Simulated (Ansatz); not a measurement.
**CH4BClSn: atomisation energy, by script**

Wanted for CH4BClSn: an atomisation energy. SMILES: [Cl][SnH]1[BH][CH2]1.

Computed with Ansatz 0.2.0, driven from Python. Level of theory: PBE0/def2-SVP.

### 1 The structure

Bond lengths: Cl1–Sn2 2.289 Å, Sn2–B3 2.340 Å, Sn2–C4 2.030 Å, B3–C4 1.531 Å, Sn2–H5 1.758 Å, B3–H6 1.203 Å, C4–H7 1.075 Å, C4–H8 1.136 Å. Angles (14 of 15 angles, heavy atoms first): Cl1–Sn2–B3 105.1°, Cl1–Sn2–C4 117.5°, B3–Sn2–C4 40.2°, Sn2–B3–C4 58.9°, Sn2–C4–B3 80.8°, Cl1–Sn2–H5 118.7°, B3–Sn2–H5 104.9°, C4–Sn2–H5 120.0°, Sn2–B3–H6 150.4°, C4–B3–H6 150.4°, Sn2–C4–H7 117.6°, Sn2–C4–H8 111.0°, B3–C4–H7 117.8°, B3–C4–H8 109.1°.

No structure file is read: the coordinates are typed or built in the script.

### 2 Script

tae.py reads:

```python
"""Energy to split CH4BClSn into its atoms."""

from collections import Counter

import ansatz


def single_point(molecule, charge=0, unpaired=0):
    calc = (
        molecule.calculation()
        .basis(gaussian="def2-SVP")
        .functional("PBE0")
        .accuracy("high")
        .scf(lower_state_search="off")
    )
    if charge:
        calc = calc.charge(charge)
    if unpaired:
        calc = calc.spin("collinear", total=unpaired)
    report = calc.run(threads=1).report
    if report["published_state_doubts"]:
        print("  doubts:", report["published_state_doubts"])
    return report["free_energy_ev"]


def main() -> None:
    geometry_ang = [
        ("Cl", (-2.1802, 1.6095, -1.0644)),
        ("Sn", (-0.1252, 0.6005, -1.0828)),
        ("B", (0.3102, 0.064, 1.1529)),
        ("C", (0.1294, -1.0312, 0.098)),
        ("H", (1.2699, 1.5338, -1.6048)),
        ("H", (0.5785, 0.4002, 2.2769)),
        ("H", (0.9683, -1.6711, -0.11)),
        ("H", (-0.8588, -1.5627, 0.2783)),
    ]
    mol = ansatz.Crystal.molecule()
    for symbol, xyz in geometry_ang:
        mol = mol.atom(symbol, xyz)

    # unpaired electrons of the ground-state atoms
    unpaired = {"Cl": 1, "Sn": 2, "B": 1, "C": 2, "H": 1}
    counts = Counter(site.symbol for site in mol.cartesian_sites)
    atom_energy = {s: single_point(ansatz.Crystal.molecule().atom(s, (0, 0, 0)), 0, unpaired[s]) for s in counts}
    whole = single_point(mol, 0, 0)
    for s, e in atom_energy.items():
        print(f"{s:2s} x{counts[s]}  {e:14.5f} eV")
    print(f"CH4BClSn: {whole:.5f} eV")
    split = sum(counts[s] * e for s, e in atom_energy.items()) - whole
    print(f"atomisation energy (no zero-point term): {split:.3f} eV, {split / sum(counts.values()):.3f} eV an atom")


if __name__ == "__main__":
    main()
```

### 3 The input behind the calls

The engine receives this input (first run):

```yaml
crystal:
  periodic: [false, false, false]
  atoms:
    - { symbol: Cl, position_ang: [0.0, 0.0, 0.0] }
accuracy: high
basis:
  gaussian:
    orbitals: def2-SVP
hamiltonian:
  xc: pbe0
magnetization:
  spin_polarized: true
  initial_magnetization: 1.0
scf:
  lower_state_search: "off"
```

### 4 Launch

Command:

```sh
python tae.py
```

The program printed:

```text
Cl x1    -12512.84380 eV
Sn x1     -5830.15624 eV
B  x1      -669.10951 eV
C  x1     -1027.52001 eV
H  x4       -13.61361 eV
CH4BClSn: -20118.55015 eV
atomisation energy (no zero-point term): 24.466 eV, 3.058 eV an atom
```

Run time: 10 s. Hardware: 1 thread of Arm Neoverse V2, shared host; peak memory 0.34 GiB.

### 5 Inputs of later runs

The engine's inputs for some of the other runs:

Run 2, against run 1:

```diff
@@ -4 +4 @@
-    - { symbol: Cl, position_ang: [0.0, 0.0, 0.0] }
+    - { symbol: Sn, position_ang: [0.0, 0.0, 0.0] }
@@ -13 +13 @@
-  initial_magnetization: 1.0
+  initial_magnetization: 2.0
```

Run 3, against run 1:

```diff
@@ -4 +4 @@
-    - { symbol: Cl, position_ang: [0.0, 0.0, 0.0] }
+    - { symbol: B, position_ang: [0.0, 0.0, 0.0] }
```

Run 5, against run 1:

```diff
@@ -4 +4 @@
-    - { symbol: Cl, position_ang: [0.0, 0.0, 0.0] }
+    - { symbol: H, position_ang: [0.0, 0.0, 0.0] }
```

### 6 The runs side by side

The 6 runs, in the order started:

```csv
run,system,unpaired or total moment,energy (eV),<S²>,SCF cycles,CPU time (s)
1,Cl,1,-12512.8438,0.75,18,0.39
2,Sn,2,-5830.1562,2.00,20,0.9
3,B,1,-669.1095,0.75,14,0.17
4,C,2,-1027.5200,2.00,14,0.16
5,H,1,-13.6136,0.75,10,0.06
6,CH4BClSn,not set,-20118.5502,0.00,27,8.2
```

Totals carry meaning only in balanced differences at one level of theory.

### 7 Outcome

| quantity | value |
| --- | --- |
| atomisation energy, no zero point | 24.466 eV |
| runs compared | 6 |

Zero-point motion and spin-orbit terms of the atoms are left out, and both would lower it. 24.466 eV from the electronic energies, without the zero-point term. Notes:
- The geometry is a force-field or estimated start, not a minimum of this method, and the basis set is short of its limit. All parts are taken at fixed geometry, without zero-point energy.
- def2 sets replace the cores of elements past krypton by effective core potentials.
- The spin-orbit lowering of heavy atoms is left out.
